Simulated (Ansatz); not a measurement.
# AlBH₄Te (SMILES B[Te][AlH2]): functionals against CCSD(T) at one geometry

One table from this session's results is given with a row withheld; the runs are named, their logs left out.

Method: single points in def2-TZVPP; program: Ansatz 0.2.0, Gaussian basis.

Cores are frozen in the correlated methods. Filled d shells of the heavier atoms are correlated. Core potentials replace the inner electrons past krypton, and spin-orbit coupling is left out.

## The starting structure

SMILES `B[Te][AlH2]`, 7 atoms, charge 0, spin multiplicity 1.

Atoms are counted from 1 here; the program's logs count them from 0.

Bond lengths: B1–Te2 2.270 Å, B1–H4 1.382 Å, B1–H5 0.989 Å, Te2–Al3 2.873 Å, Al3–H6 1.528 Å, Al3–H7 1.452 Å. Angles: Te2–B1–H4 119.6°, Te2–B1–H5 120.1°, H4–B1–H5 118.3°, B1–Te2–Al3 71.5°, Te2–Al3–H6 123.2°, Te2–Al3–H7 120.8°, H6–Al3–H7 114.9°.

Coordinates:

```tsv
atom	x (Å)	y (Å)	z (Å)
B1	-1.27490	-0.65420	-0.53670
Te2	-0.30840	0.88510	-1.89720
Al3	1.32570	0.58270	0.44690
H4	-2.33730	-1.40570	-1.00340
H5	-0.80380	-0.96320	0.27590
H6	2.48760	-0.40620	0.53420
H7	0.92430	1.16920	1.71350
```

Set-up of the first run:

File run/in.yaml:

```yaml
crystal:
  periodic: [false, false, false]
  atoms:
    - {symbol: B, position_ang: [-1.274900, -0.654200, -0.536700]}
    - {symbol: Te, position_ang: [-0.308400, 0.885100, -1.897200]}
    - {symbol: Al, position_ang: [1.325700, 0.582700, 0.446900]}
    - {symbol: H, position_ang: [-2.337300, -1.405700, -1.003400]}
    - {symbol: H, position_ang: [-0.803800, -0.963200, 0.275900]}
    - {symbol: H, position_ang: [2.487600, -0.406200, 0.534200]}
    - {symbol: H, position_ang: [0.924300, 1.169200, 1.713500]}
basis:
  gaussian: {orbitals: def2-TZVPP}
correlation: {method: ccsd_t}
output: {forces: true}
```

The command line of these runs was not kept.

Among the steps run: CCSD(T)/def2-TZVPP; PBE0-D4/def2-TZVPP; wB97M-V/def2-TZVPP; r2SCAN-D4/def2-TZVPP; PBE-D4/def2-TZVPP; CAM-B3LYP-D4/def2-TZVPP; HSE06-D4/def2-TZVPP.

One of the session's tables, all rows but one given; the rest of the session is left out.

```
      method  RMS force component (eV/Å)  angle to CCSD(T) forces (°)  dipole (D)
     CCSD(T)                       3.236                    reference        1.56
     PBE0-D4                       3.243                          0.6        1.48
     wB97M-V                           ?                            ?           ?
   r2SCAN-D4                       3.207                          0.5        1.47
      PBE-D4                       3.201                          2.0        1.42
CAM-B3LYP-D4                       3.191                          1.3        1.58
    HSE06-D4                       3.243                          0.6        1.48
```

Estimate the missing values for wB97M-V.

The run gave: RMS force component (eV/Å): 3.198; angle to CCSD(T) forces (°): 1.3; dipole (D): 1.68. In the column «RMS force component (eV/Å)» it lies between CAM-B3LYP-D4 (3.191) and PBE-D4 (3.201).
